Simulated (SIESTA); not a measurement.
Runs of SIESTA 5.4.2 on BiTe. Symmetry: R-3m, No. 166, trigonal system. The conventional cell has a = 4.845 Å, b = 4.845 Å, c = 9.952 Å, α = 90.00°, β = 90.00°, γ = 120.00°. Bi (site symmetry -3m) is surrounded by 6 Te at 3.25 Å. Te (site symmetry -3m) has 6 Bi at 3.25 Å as nearest neighbours. The cell comes from a database or a generator and needn't be the stable form of this composition.

```csv
potentials or basis,gap on the mesh (eV),pressure (GPa),relaxed volume (Å³/atom)
"PseudoDojo 0.4 standard (PBE files), TZP (energy shift 0.003 Ry; two zetas on semicore shells)",none,0.0,(b)
"PseudoDojo 0.4 standard (PBE files), SZP (energy shift 0.003 Ry)",none,0.0,34.33
"PseudoDojo 0.4 standard (PBE files), DZP (energy shift 0.003 Ry; two zetas on semicore shells)",none,0.0,(a)
"PseudoDojo 0.4 standard (PBE files), SZ (energy shift 0.003 Ry)",none,0.0,37.14
"PseudoDojo 0.4 standard (PBE files), DZ (energy shift 0.003 Ry; two zetas on semicore shells)",none,0.0,33.91
"PseudoDojo 0.4 standard (PBE files), DZDP (energy shift 0.003 Ry; two zetas on semicore shells)",none,0.0,34.17
"PseudoDojo 0.4 standard (PBE files), TZDP (energy shift 0.003 Ry; two zetas on semicore shells)",none,0.0,34.28
```

Alike in all rows: task relaxation of cell and atoms; level PBE; no spin polarisation; cell relaxed; k mesh 5 × 5 × 5; smearing fermi-dirac 0.05 eV; grid cutoff 500 Ry; energy shift 0.003 Ry.

Estimate the missing entries.

(a) 33.99; (b) 34.14.

Caveats: spin-orbit coupling is left out, which moves the levels of the heavy elements; the basis of atomic orbitals isn't converged, which shifts pressures, moduli and gaps; the basis has no polarisation orbitals (some runs).

A k mesh can miss the band edges, and the runs leave out spin-orbit coupling on Bi, Te.

A gap of «none» marks a metal or a gap under the smearing width.
